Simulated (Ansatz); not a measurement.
**C4H4F6O: one species, many methods**

Aim: compute C4H4F6O with functionals from several rungs and with coupled cluster, and see how far each lands from CCSD(T) at the basis-set limit for the atomisation energy.

The runs use Ansatz 0.2.0, Gaussian basis; functionals in def2-TZVPP, the program's frozen cores in correlated methods.

The runs, in order: LDA (SPW92), PBE-D4, revPBE-D4, BLYP-D4, r2SCAN-D4, B97M-V, PBE0-D4, B3LYP-D4, r2SCANh-D4, r2SCAN0-D4, HSE06-D4, BHLYP-D4, CAM-B3LYP-D4, LC-ωPBE, ωB97X-V, ωB97M-V, B2PLYP, PBE-QIDH; CCSD(T)/def2-SVP; CCSD(T)/def2-TZVPP; MP2/def2-QZVPP; extrapolation to the limit; RPA on PBE.

**1. Structure used throughout**

The geometry comes from an earlier relaxation with PBE0-D4 in a triple-zeta def2 set; it is a stationary point, not always the lowest conformer.

SMILES `FCC(F)(F)COC(F)(F)F`, 15 atoms, charge 0, spin multiplicity 1.

Atoms are counted from 1 here; the program's logs count them from 0.

Bond lengths: F1–C2 1.372 Å, C2–C3 1.514 Å, C2–H12 1.091 Å, C2–H13 1.093 Å, C3–F4 1.356 Å, C3–F5 1.357 Å, C3–C6 1.512 Å, C6–O7 1.420 Å, C6–H14 1.092 Å, C6–H15 1.092 Å, O7–C8 1.341 Å, C8–F9 1.320 Å, C8–F10 1.338 Å, C8–F11 1.338 Å. Angles: F1–C2–C3 109.4°, F1–C2–H12 109.3°, F1–C2–H13 109.4°, C3–C2–H12 109.5°, C3–C2–H13 108.7°, H12–C2–H13 110.5°, C2–C3–F4 107.1°, C2–C3–F5 109.9°, C2–C3–C6 115.4°, F4–C3–F5 107.4°, F4–C3–C6 110.2°, F5–C3–C6 106.6°, C3–C6–O7 107.2°, C3–C6–H14 108.9°, C3–C6–H15 108.4°, O7–C6–H14 110.9°, O7–C6–H15 111.1°, H14–C6–H15 110.3° and more.

Coordinates:

```
atom    x (Å)    y (Å)    z (Å)
  F1  -0.0258   1.9560   1.5177
  C2   0.9928   1.6330   0.6574
  C3   0.4102   1.1363  -0.6485
  F4   1.4520   0.7917  -1.4455
  F5  -0.2593   2.1409  -1.2672
  C6  -0.5592  -0.0179  -0.5284
  O7   0.1225  -1.0699   0.1379
  C8  -0.5837  -2.1937   0.3297
  F9   0.1864  -3.0581   0.9628
 F10  -0.9861  -2.7436  -0.8220
 F11  -1.6837  -1.9849   1.0625
 H12   1.6075   0.8492   1.1034
 H13   1.5941   2.5227   0.4560
 H14  -1.4275   0.3087   0.0469
 H15  -0.8621  -0.3210  -1.5333
```

**2. LDA**

This LDA is Slater exchange with PW92 correlation.

in.yaml reads:

```yaml
crystal:
  periodic: [false, false, false]
  atoms:
    - {symbol: F, position_ang: [-0.025789, 1.955965, 1.517687]}
    - {symbol: C, position_ang: [0.992795, 1.632981, 0.657428]}
    - {symbol: C, position_ang: [0.410217, 1.136258, -0.648546]}
    - {symbol: F, position_ang: [1.451978, 0.791723, -1.445458]}
    - {symbol: F, position_ang: [-0.259256, 2.140940, -1.267206]}
    - {symbol: C, position_ang: [-0.559221, -0.017944, -0.528446]}
    - {symbol: O, position_ang: [0.122484, -1.069943, 0.137863]}
    - {symbol: C, position_ang: [-0.583693, -2.193669, 0.329662]}
    - {symbol: F, position_ang: [0.186443, -3.058099, 0.962846]}
    - {symbol: F, position_ang: [-0.986097, -2.743561, -0.822003]}
    - {symbol: F, position_ang: [-1.683650, -1.984920, 1.062506]}
    - {symbol: H, position_ang: [1.607501, 0.849155, 1.103356]}
    - {symbol: H, position_ang: [1.594098, 2.522713, 0.456021]}
    - {symbol: H, position_ang: [-1.427471, 0.308652, 0.046880]}
    - {symbol: H, position_ang: [-0.862137, -0.320950, -1.533292]}
basis:
  gaussian: {orbitals: def2-TZVPP}
hamiltonian: {xc: lda}
output: {orbitals: {seedname: orbitals}}
```

The run is started by

```console
> ansatz run in.yaml --threads 4 --pin off --events-out ev --progress --plain --max-ram 46080MiB --backend cuda --devices 0, --max-vram 37GiB
```

Further steps of the session: PBE-D4 (GGA); revPBE-D4 (GGA); BLYP-D4 (GGA); r2SCAN-D4 (meta-GGA); B97M-V (meta-GGA); B3LYP-D4 (hybrid); r2SCANh-D4 (hybrid); r2SCAN0-D4 (hybrid); HSE06-D4 (hybrid); BHLYP-D4 (hybrid); CAM-B3LYP-D4 (range-separated); LC-ωPBE (range-separated); ωB97X-V (range-separated); ωB97M-V (range-separated); B2PLYP (double hybrid); PBE-QIDH (double hybrid); CCSD(T) in def2-SVP; CCSD(T) in def2-TZVPP; MP2 in def2-QZVPP; RPA on PBE orbitals.

**Question.** What will the summary of the whole plan be? Wanted: atomisation energy, CCSD(T)/CBS; farthest beyond LDA; mean size of error, GGA; mean size of error, meta-GGA; mean size of error, hybrid; mean size of error, range-separated; mean size of error, double hybrid; gap, smallest and largest; T1 diagnostic.

**Answer**, as computed:

| quantity | value |
| --- | --- |
| atomisation energy, CCSD(T)/CBS | 6178.0 kJ/mol |
| functionals within 30.9 kJ/mol (0.5 %) | revPBE-D4, BLYP-D4, B97M-V, r2SCANh-D4, PBE-QIDH |
| farthest beyond LDA | BHLYP-D4 (-342.3 kJ/mol) |
| mean size of error, GGA | 105.9 kJ/mol |
| mean size of error, meta-GGA | 26.9 kJ/mol |
| mean size of error, hybrid | 107.4 kJ/mol |
| mean size of error, range-separated | 46.6 kJ/mol |
| mean size of error, double hybrid | 51.3 kJ/mol |
| gap, smallest and largest | 8.17 eV (LDA (SPW92)), 16.21 eV (LC-ωPBE) |
| T1 diagnostic | 0.0117 |
| triples share of the correlation energy | 3.3 % |

What this shows: LDA overbinds by 1307.9 kJ/mol (21 %). PBE-D4 misses by +274.6 kJ/mol. Double hybrids carry the basis error of their MP2 part in triple zeta, and no dispersion term here, so their miss is partly the set-up's. By mean error the best rung here is meta-GGA (26.9 kJ/mol) and the worst beyond LDA is hybrid (107.4 kJ/mol). GGA functionals lie within the reference's doubt of that worst mean (105.9 kJ/mol), so those two tie. The mean of the hybrids holds BHLYP, with half exact exchange. Misses under about 30.9 kJ/mol are within the doubt on the reference itself, which lacks core-valence correlation, relativity and higher excitations. Hartree-Fock recovers 69 % of the binding; the rest is correlation. CCSD(T) in def2-SVP is off by -275.2 kJ/mol, so the small basis spoils what the method gains. Orbital gaps span 8.2 to 16.2 eV; exact exchange widens them.
